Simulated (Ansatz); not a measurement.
**HF/def2-TZVP (core potential) run of InH3 (SMILES [InH3])**

What is the electronic atomisation energy of InH3 at HF/def2-TZVP (core potential)? 

Program for the calculation: Ansatz 0.2.0.

32 further runs of the same task are left out: 3 that didn't finish, 29 set aside as unsound or not needed.

## 1. The molecule

The species is InH3 (4 atoms), meant as a singlet with charge 0. As SMILES, `[InH3]`. The shape is that of a PBE0-D4/def2-TZVP optimisation.

Bond lengths: In1–H2 1.724 Å, In1–H3 1.724 Å, In1–H4 1.724 Å. Angles: H2–In1–H3 120.0°, H2–In1–H4 120.0°, H3–In1–H4 120.0°.

## 2. The energy at HF/def2-TZVP (core potential)

in.yaml

```yaml
crystal:
  periodic: [false, false, false]
  atoms:
    - {symbol: In, position_ang: [0.013900, -0.015100, -0.005100]}
    - {symbol: H, position_ang: [0.415500, 1.516000, 0.678200]}
    - {symbol: H, position_ang: [-1.095600, -0.107300, -1.321400]}
    - {symbol: H, position_ang: [0.721800, -1.454000, 0.628000]}
basis:
  gaussian:
    orbitals: def2-TZVP
output: {orbitals: {seedname: orbitals}}
accuracy: high
hamiltonian:
  xc: hf
```

Started as:

```console
ansatz run in.yaml --threads 1 --pin off --max-ram 3480MiB --events-out events.jsonl --progress --plain --runs-dir runs
```

The program printed:

```text
Warning: RAYON_NUM_THREADS=1 ignored (pool sized by the plan → 1); use --threads N
Functional definition: HF
  name "HF"
  exchange = exact_x
  correlation = 0
1334 factors; integrals over basis functions are off by at most 2.7e-9 eV
mean field evaluation 1: about -5194.6157 eV, gradient 9.3e0 eV
mean field evaluation 2: about -5194.6171 eV, gradient 9.3e0 eV
mean field evaluation 4: about -5195.0182 eV, gradient 1.3e0 eV
mean field evaluation 8: about -5195.0220 eV, gradient 7.6e-5 eV
mean field -5195.02204424 eV, -190.9135388134 hartree, gradient 1.6e-8 eV, S^2 0.000000; 0 other end points of the search recorded, 0 dependent functions left out
reference -5195.02204424 eV, -190.9135388134 hartree; 12, 12 occupied and 56, 56 virtual orbitals, 1334 factors
Total energy: -5195.02204424 eV, -190.9135388134 hartree
```

It took 1.6 s on 1 thread of Arm Neoverse V2, shared host; peak memory 0.13 GiB.

## 3. The H atom at the same level

input.yaml

```yaml
crystal:
  periodic: [false, false, false]
  atoms:
    - {symbol: H, position_ang: [0.000000, 0.000000, 0.000000]}
basis:
  gaussian:
    orbitals: def2-TZVP
magnetization:
  spin_polarized: true
  initial_magnetization: 1
hamiltonian:
  xc: hf
accuracy: high
```

Run the same way, it converges to -0.49981 Eh (log not shown).

## 4. The In atom

job.yaml

```yaml
crystal:
  periodic: [false, false, false]
  atoms:
    - {symbol: In, position_ang: [0.000000, 0.000000, 0.000000]}
basis:
  gaussian:
    orbitals: def2-TZVP
magnetization:
  spin_polarized: true
  initial_magnetization: 1
hamiltonian:
  xc: hf
accuracy: high
```

Run the same way, it converges to -189.21003 Eh (log not shown).

## 5. Summary of results

Level: HF/def2-TZVP (core potential).

```
                     quantity          value
       molecule: total energy  -190.91354 Eh
        molecule: HOMO energy      -11.05 eV
        molecule: LUMO energy        0.44 eV
      molecule: HOMO–LUMO gap       11.49 eV
         H atom: total energy    -0.49981 Eh
                 H atom: ⟨S²⟩          0.750
        In atom: total energy  -189.21003 Eh
                In atom: ⟨S²⟩          0.763
electronic atomisation energy       5.553 eV
```

What this shows: Taking the molecule apart into free atoms costs 5.55 eV (536 kJ/mol), before zero-point energy and without spin-orbit coupling. Hartree–Fock lacks the correlation of the bonding pairs, which as a rule makes this value much too low; in minimal bases other errors can mask that.
